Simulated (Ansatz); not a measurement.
# AlCl2FH2: the cost of one run

All numbers below are computed with Ansatz 0.2.0 (RKS B3LYP-D4/def2-SVP).

## 1. Starting point

Bond lengths: Al1–Cl3 2.230 Å, Al1–Cl4 2.230 Å, Al1–F5 1.990 Å. Angles: Cl3–Al1–Cl4 120.0°, Cl3–Al1–F5 97.0°, Cl4–Al1–F5 101.2°.

Structure file:

```xyz
6

Al    0.0000    0.0000    0.0000
H     0.0000    0.0000    1.9100
Cl    1.9312    0.0000   -1.1150
Cl   -1.9312    0.0000   -1.1150
F     0.0832   -1.8866    0.6275
H     0.0446   -1.0119    1.7645
```

## 2. Pulling towards end A

Springs on the bonds that form and break draw the guess towards this end; the thresholds are loose.

input.yaml

```yaml
crystal:
  periodic: [false, false, false]
  atoms:
    - { symbol: Al, position_ang: [0.0, 0.0, 0.0] }
    - { symbol: H, position_ang: [0.0, 0.0, 1.91] }
    - { symbol: Cl, position_ang: [1.9312, 0.0, -1.115] }
    - { symbol: Cl, position_ang: [-1.9312, 0.0, -1.115] }
    - { symbol: F, position_ang: [0.0832, -1.8866, 0.6275] }
    - { symbol: H, position_ang: [0.0446, -1.0119, 1.7645] }
basis:
  gaussian: { orbitals: def2-SVP }
hamiltonian:
  xc: b3lyp
  dispersion: d4
relax:
  f_tol: 0.15
  max_steps: 25
  restrain:
    - { distance: [0, 4], at: 2.89, k: 30.0 }
    - { distance: [5, 1], at: 1.86, k: 30.0 }
    - { distance: [0, 1], at: 1.56, k: 30.0 }
    - { distance: [5, 4], at: 0.92, k: 30.0 }
output:
  orbitals: {}
```

Command:

```bash
$ ansatz run input.yaml --threads 1 --pin off --max-ram 2048MiB --backend cpu --events-out ev --progress --plain --runs-dir out
```

**Question.** How long does this run take on 1 thread of Arm Neoverse V1, shared host, and how much memory does it need?

About 30 s, with a peak of 0.18 GiB.
